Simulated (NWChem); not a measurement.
# A workflow on the pair SiHF···BHO2

Aim: a single-point energy (singlet BSiH2O2F, B97-D/3-21G), then the energy (singlet SiHF, B97-D/3-21G), then the energy (singlet BHO2, B97-D/3-21G), then the energy (singlet SiHF, B97-D/3-21G), then the energy (singlet BHO2, B97-D/3-21G) of BFH2O2Si and its partners. 

The calculation is run with NWChem 7.3.0.

**1. The molecule**

BSiH2O2F has 7 atoms, charge 0, and is taken as a singlet. The two molecules were placed rigidly side by side, at 0.8 times their contact distance; the pair isn't optimised.

Bond lengths: F1–Si2 1.612 Å, O4–B5 1.210 Å, B5–O6 1.322 Å, Si2–H3 1.541 Å, O6–H7 0.960 Å. Angles: O4–B5–O6 177.5°, F1–Si2–H3 96.3°, B5–O6–H7 117.0°. A long bond or contact: Si2–B5 3.234 Å.

**2. The energy at B97-D/3-21G (run 1)**

Input file bfh2o2si.nw:

```
start bfh2o2si
memory total 2200 mb

geometry noautosym nocenter noautoz
  F    -1.086530    0.046000   -0.597900
  Si    0.190470    0.651000    0.178200
  H     0.896070   -0.697000    0.419700
  O     2.288200   -1.728310   -1.386750
  B     2.449620   -0.592750   -1.773640
  O     2.675950    0.648110   -2.168720
  H     2.003130    1.061340   -2.715000
end

basis "ao basis" spherical bse
  * library 3-21G
end

dft
  xc becke97-d
  grid fine
  convergence energy 1e-08
  iterations 100
  mulliken
  print low
end

task dft
```

Launch:

```console
nwchem bfh2o2si.nw > bfh2o2si.out
```

Output:

```text
[...]
 d= 0,ls=0.0,diis     1   -562.4642996027 -7.43D+02  5.42D-02  1.54D+00     1.0
[...]
 d= 0,ls=0.0,diis    12   -562.6805138184 -1.45D-09  5.38D-07  6.85D-10     6.3
         Total DFT energy =     -562.680513818443
      One electron energy =    -1137.516596999245
           Coulomb energy =      447.473255861013
    Exchange-Corr. energy =      -53.143856051532
 Nuclear repulsion energy =      180.512437827794
    Dispersion correction =       -0.005754456473
[...]
      Total Density - Mulliken Population Analysis
     ---------------------------------------------
    Atom       Charge   Shell Charges
 -----------   ------   -------------------------------------------------------
    1 F    9     9.36   1.98  0.45  2.50  1.53  2.89
    2 Si  14    13.49   2.00  1.98  5.85  0.87  1.20  0.97  0.62
    3 H    1     1.18   0.45  0.73
    4 O    8     8.35   1.99  0.45  2.11  1.45  2.35
    5 B    5     4.48   1.99  0.38  1.36  0.16  0.59
    6 O    8     8.56   1.98  0.43  2.18  1.44  2.52
    7 H    1     0.59   0.43  0.16
[...]
```

Wall time 7.2 s (1 thread of Intel Xeon Platinum 8488C (Sapphire Rapids), shared host); peak memory 0.11 GiB.

**3. SiHF: a single-point energy at B97-D/3-21G (run 2)**

Input file run.nw:

```
start run
memory stack 880 mb heap 220 mb global 1100 mb

geometry noautosym nocenter noautoz
F     -1.086530     0.046000    -0.597900
Si     0.190470     0.651000     0.178200
H      0.896070    -0.697000     0.419700
end

basis spherical bse
* library 3-21G
end

dft
xc becke97-d
mult 1
grid fine
convergence energy 1e-08
iterations 100
mulliken
noprint "final vectors analysis"
end

task dft
```

Launch:

```console
nwchem run.nw > run.out
```

Output:

```text
[...]
          Wavefunction type:  closed shell.
          No. of atoms     :     3
          No. of electrons :    24
[...]
          Charge           :     0
          Spin multiplicity:     1
[...]
          AO basis - number of functions:    24
[...]
              XC Information
              --------------
                   Becke 97-D Method XC Functional
                  Becke 1997-D Exchange Functional  1.000
                Becke 1997-D Correlation Potential  1.000
[...]
 d= 0,ls=0.0,diis     1   -387.7244437419 -4.36D+02  6.87D-02  4.21D-01     0.4
[...]
 d= 0,ls=0.0,diis     8   -387.7832320756 -3.66D-10  1.47D-06  3.26D-10     2.0
         Total DFT energy =     -387.783232075562
      One electron energy =     -634.592704757520
           Coulomb energy =      230.258394492469
    Exchange-Corr. energy =      -31.642908351335
 Nuclear repulsion energy =       48.194578839848
    Dispersion correction =       -0.000592299024
[...]
      Total Density - Mulliken Population Analysis
     ---------------------------------------------
    Atom       Charge   Shell Charges
 -----------   ------   -------------------------------------------------------
    1 F    9     9.36   1.98  0.45  2.50  1.54  2.90
    2 Si  14    13.43   2.00  1.98  5.85  0.87  1.18  0.97  0.58
    3 H    1     1.21   0.45  0.77
[...]
```

Wall time 2.7 s (1 thread of Intel Xeon Platinum 8488C (Sapphire Rapids), shared host); peak memory 0.11 GiB.

**4. BHO2: a single-point energy at B97-D/3-21G (run 3)**

Input file calc.nw:

```
start calc
memory total 2200 mb

geometry units angstrom noautosym nocenter noautoz
  O     2.288200   -1.728310   -1.386750
  B     2.449620   -0.592750   -1.773640
  O     2.675950    0.648110   -2.168720
  H     2.003130    1.061340   -2.715000
end

basis spherical bse
  * library 3-21G
end

dft
  xc becke97-d
  mult 1
  grid fine
  convergence energy 1e-08
  maxiter 100
  mulliken
  print low
end

task dft energy
```

Launch:

```console
nwchem calc.nw > calc.out
```

Output:

```text
[...]
 d= 0,ls=0.0,diis     1   -174.7501741557 -2.29D+02  7.27D-02  1.07D+00     0.4
[...]
 d= 0,ls=0.0,diis     8   -174.8978813556 -6.45D-09  9.35D-06  1.40D-07     1.6
         Total DFT energy =     -174.897881355580
      One electron energy =     -346.604158296255
           Coulomb energy =      139.204831125980
    Exchange-Corr. energy =      -21.503654851682
 Nuclear repulsion energy =       54.005659605462
    Dispersion correction =       -0.000558939084
[...]
      Total Density - Mulliken Population Analysis
     ---------------------------------------------
    Atom       Charge   Shell Charges
 -----------   ------   -------------------------------------------------------
    1 O    8     8.36   1.99  0.45  2.12  1.45  2.37
    2 B    5     4.48   1.99  0.38  1.36  0.16  0.60
    3 O    8     8.56   1.98  0.43  2.19  1.43  2.53
    4 H    1     0.59   0.43  0.16
[...]
```

Wall time 2.5 s (1 thread of Intel Xeon Platinum 8488C (Sapphire Rapids), shared host); peak memory 0.11 GiB.

**5. SiHF among ghost functions: a single-point energy at B97-D/3-21G (with ghost functions) (run 4)**

Input file test.nw:

```
start test
title "FHSi B97-D"
memory stack 880 mb heap 220 mb global 1100 mb

geometry units au noautosym nocenter noautoz
 F  -2.05324413  0.08692740 -1.12986725
 Si  0.35993613  1.23021171  0.33674920
 H   1.69332689 -1.31713911  0.79311805
 bqO      4.324071    -3.266033    -2.620578
 bqB      4.629111    -1.120135    -3.351694
 bqO      5.056813     1.224750    -4.098287
 bqH      3.785367     2.005642    -5.130606
end

basis "ao basis" spherical bse
 F library 3-21G
 Si library 3-21G
 H library 3-21G
 bqO library O 3-21G
 bqB library B 3-21G
 bqH library H 3-21G
end

dft
 xc becke97-d
 grid fine
 convergence energy 1e-08
 maxiter 100
 mulliken
 noprint "final vectors analysis"
end

task dft energy
```

Launch:

```console
nwchem test.nw > test.out
```

Output:

```text
[...]
          Wavefunction type:  closed shell.
          No. of atoms     :     7
          No. of electrons :    24
[...]
          Charge           :     0
          Spin multiplicity:     1
[...]
          AO basis - number of functions:    53
[...]
              XC Information
              --------------
                   Becke 97-D Method XC Functional
                  Becke 1997-D Exchange Functional  1.000
                Becke 1997-D Correlation Potential  1.000
[...]
 d= 0,ls=0.0,diis     1   -387.7269005230 -4.36D+02  3.17D-02  4.20D-01     0.9
[...]
 d= 0,ls=0.0,diis     8   -387.7855096124 -3.38D-10  1.27D-06  7.95D-10     6.5
         Total DFT energy =     -387.785509612406
      One electron energy =     -634.564814215206
           Coulomb energy =      230.224445237098
    Exchange-Corr. energy =      -31.639123654320
 Nuclear repulsion energy =       48.194575319118
    Dispersion correction =       -0.000592299096
[...]
      Total Density - Mulliken Population Analysis
     ---------------------------------------------
    Atom       Charge   Shell Charges
 -----------   ------   -------------------------------------------------------
    1 F    9     9.36   1.98  0.45  2.50  1.53  2.89
    2 Si  14    13.42   2.00  1.98  5.85  0.88  1.18  0.96  0.58
    3 H    1     1.22   0.45  0.77
    4 X    0    -0.00   0.00  0.00  0.00 -0.00 -0.00
    5 X    0     0.00  -0.00 -0.00  0.00  0.00  0.00
    6 X    0    -0.00  -0.00 -0.00  0.00  0.00 -0.00
    7 X    0     0.00   0.00  0.00
[...]
```

Run time: 7.5 s. Hardware: 1 thread of Intel Xeon Platinum 8488C (Sapphire Rapids), shared host; peak memory 0.12 GiB.

**6. BHO2 among ghost functions: the energy at B97-D/3-21G (with ghost functions) (run 5)**

Input file struct.nw:

```
start struct
title "BHO2"
memory total 2200 mb
geometry noautosym nocenter noautoz
  O        2.288200      -1.728310      -1.386750
  B        2.449620      -0.592750      -1.773640
  O        2.675950       0.648110      -2.168720
  H        2.003130       1.061340      -2.715000
  bqF     -1.086530     0.046000    -0.597900
  bqSi     0.190470     0.651000     0.178200
  bqH      0.896070    -0.697000     0.419700
end
basis spherical bse
  O library 3-21G
  B library 3-21G
  H library 3-21G
  bqF library F 3-21G
  bqSi library Si 3-21G
  bqH library H 3-21G
end
dft
  xc becke97-d
  grid fine
  convergence energy 1e-08
  maxiter 100
  mulliken
  noprint "final vectors analysis"
end
task dft energy
```

Launch:

```console
nwchem struct.nw > struct.out
```

Output:

```text
[...]
          Wavefunction type:  closed shell.
          No. of atoms     :     7
          No. of electrons :    22
[...]
          Charge           :     0
          Spin multiplicity:     1
[...]
          AO basis - number of functions:    53
[...]
              XC Information
              --------------
                   Becke 97-D Method XC Functional
                  Becke 1997-D Exchange Functional  1.000
                Becke 1997-D Correlation Potential  1.000
[...]
 d= 0,ls=0.0,diis     1   -174.7541301733 -2.29D+02  3.96D-02  1.07D+00     1.1
[...]
 d= 0,ls=0.0,diis     8   -174.9014687100 -8.34D-09  4.85D-06  1.23D-07     4.5
         Total DFT energy =     -174.901468709979
      One electron energy =     -346.563861749189
           Coulomb energy =      139.156186491605
    Exchange-Corr. energy =      -21.498894118773
 Nuclear repulsion energy =       54.005659605462
    Dispersion correction =       -0.000558939084
[...]
      Total Density - Mulliken Population Analysis
     ---------------------------------------------
    Atom       Charge   Shell Charges
 -----------   ------   -------------------------------------------------------
    1 O    8     8.37   1.99  0.45  2.12  1.45  2.36
    2 B    5     4.46   1.99  0.38  1.36  0.15  0.58
    3 O    8     8.56   1.98  0.43  2.19  1.44  2.53
    4 H    1     0.59   0.43  0.16
    5 X    0    -0.00  -0.00 -0.00 -0.00 -0.00 -0.00
    6 X    0     0.01  -0.00 -0.00  0.00 -0.00 -0.00  0.00  0.01
    7 X    0     0.01  -0.00  0.01
[...]
```

Wall time 5.7 s (1 thread of Intel Xeon Platinum 8488C (Sapphire Rapids), shared host); peak memory 0.12 GiB.

**7. What came out**

| quantity | value |
| --- | --- |
| run 1, B97-D/3-21G: total energy | -562.68051 Eh |
| run 1, B97-D/3-21G: dispersion energy | -15.11 kJ/mol |
| SiHF: total energy | -387.78323 Eh |
| SiHF: dipole moment | 0.55 D |
| SiHF: dispersion energy | -1.56 kJ/mol |
| BHO2: total energy | -174.89788 Eh |
| BHO2: dispersion energy | -1.47 kJ/mol |
| SiHF among ghost functions: total energy | -387.78551 Eh |
| SiHF among ghost functions: dipole moment | 0.53 D |
| SiHF among ghost functions: dispersion energy | -1.56 kJ/mol |
| BHO2 among ghost functions: total energy | -174.90147 Eh |
| BHO2 among ghost functions: dipole moment | 3.63 D |
| BHO2 among ghost functions: dispersion energy | -1.47 kJ/mol |
| interaction energy of the rigid parts SiHF and BHO2 (parts in their own basis; closest atoms 2.50 Å apart) | 0.016 eV |
| interaction energy of the rigid parts SiHF and BHO2 (parts in the whole basis, counterpoise; closest atoms 2.50 Å apart) | 0.176 eV |

What this shows: The interaction energy of the rigid parts SiHF and BHO2 (parts in their own basis; closest atoms 2.50 Å apart) is 0.02 eV (0.4 kcal/mol). Without counterpoise this holds the superposition error of the basis. The interaction energy of the rigid parts SiHF and BHO2 (parts in the whole basis, counterpoise; closest atoms 2.50 Å apart) is 0.18 eV (17.0 kJ/mol): the parts repel at this shape. The basis-set superposition error is 15.4 kJ/mol. Mulliken charges (run 1, B97-D/3-21G) run from -0.56 on O6 to +0.52 on B5. Mulliken charges (SiHF) run from -0.36 on F1 to +0.57 on Si2; they depend strongly on the basis.
